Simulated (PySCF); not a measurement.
# C3H8GeO: the cost of one run

Computed with PySCF 2.14.0, with density-fitted response routines of our own, on a single molecule in the gas phase. Atoms count from 0, in the outputs and in this text.

## (1) Starting geometry

13 atoms, charge 0, multiplicity 1; geometry from: PBE0-D3(BJ)/def2-SVP.

Bonds of the start (Å): C0–C1 1.52, C1–C2 1.51, C2–O3 1.20, C2–Ge4 2.02, C0–H5 1.10, C0–H6 1.10, C0–H7 1.10, C1–H8 1.10, C1–H9 1.11, Ge4–H10 1.54, Ge4–H11 1.53, Ge4–H12 1.54.

## (2) Nuclear shieldings: PBE0/6-31G*

The job: settings as JSON, then the geometry in Å.

```
{"job": {"kind": "nmr", "xc": "PBE0", "basis": "6-31G*", "pop": true}, "charge": 0, "multiplicity": 1}
C      1.497509     0.723072     0.340969
C      0.894608    -0.324554    -0.585622
C     -0.313110     0.168682    -1.348096
O     -0.424352     0.050933    -2.541974
Ge    -1.813245     1.082482    -0.354726
H      2.364791     0.313578     0.878387
H      1.837868     1.606188    -0.220907
H      0.776120     1.064696     1.100440
H      1.623397    -0.687860    -1.327420
H      0.559562    -1.197468     0.004822
H     -1.552444     2.600092    -0.366151
H     -3.111023     0.779307    -1.115303
H     -1.932428     0.617826     1.111475
```

With the program's defaults for keys left out, this is: GIAO PBE0/6-31G* NMR shielding, non-relativistic, gas phase.

Command:

```bash
OMP_NUM_THREADS=1 python probes_run.py task.json out
```

The driver reads the jobs from task.json and runs them one after another.

Q: Estimate the wall time and peak memory of this first job on 1 thread of Arm Neoverse V1, shared host.

About 11 s, with a peak of 0.59 GiB.
